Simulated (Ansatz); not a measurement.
# C2H5BO2: the cost of one run

The runs use Ansatz 0.2.0, Gaussian basis; the settings change from run to run.

### Step 1. The geometry

The structure was relaxed beforehand with PBE0-D4 in a triple-zeta def2 set.

SMILES `COBC=O`, 10 atoms, charge 0, spin multiplicity 1.

Atoms are counted from 1 here; the program's logs count them from 0.

Bond lengths: C1–O2 1.416 Å, C1–H6 1.091 Å, C1–H7 1.093 Å, C1–H8 1.091 Å, O2–B3 1.336 Å, B3–C4 1.599 Å, B3–H9 1.199 Å, C4–O5 1.209 Å, C4–H10 1.117 Å. Angles: O2–C1–H6 108.6°, O2–C1–H7 111.2°, O2–C1–H8 108.6°, H6–C1–H7 109.7°, H6–C1–H8 108.8°, H7–C1–H8 109.8°, C1–O2–B3 122.7°, O2–B3–C4 115.9°, O2–B3–H9 122.2°, C4–B3–H9 121.9°, B3–C4–O5 122.6°, B3–C4–H10 118.2°, O5–C4–H10 119.2°.

### Step 2. rPW86-PBE/cc-pVTZ-DK

Options: D3(BJ) dispersion, high accuracy.

in.yaml

```yaml
crystal:
  periodic: [false, false, false]
  atoms:
    - {symbol: C, position_ang: [-0.887580, 0.490610, 1.419360]}
    - {symbol: O, position_ang: [-0.518408, 0.354769, 0.059461]}
    - {symbol: B, position_ang: [0.547421, -0.349047, -0.332978]}
    - {symbol: C, position_ang: [0.812208, -0.393974, -1.909259]}
    - {symbol: O, position_ang: [1.741152, -0.995153, -2.396717]}
    - {symbol: H, position_ang: [-1.896249, 0.094945, 1.548009]}
    - {symbol: H, position_ang: [-0.194641, -0.045510, 2.072256]}
    - {symbol: H, position_ang: [-0.889922, 1.551194, 1.675608]}
    - {symbol: H, position_ang: [1.262900, -0.913255, 0.446581]}
    - {symbol: H, position_ang: [0.106319, 0.154218, -2.579420]}
basis:
  gaussian: {orbitals: cc-pVTZ-DK}
hamiltonian: {xc: {name: rPW86-PBE}, dispersion: d3bj}
accuracy: high
output: {forces: true}
```

Command:

```sh
$ ansatz run in.yaml --threads 2 --pin off --events-out ev --progress --plain --max-ram 4352MiB
```

What time and memory should one allow on 2 threads of Arm Neoverse V1, shared host?

About 32 s, with a peak of 1.3 GiB.
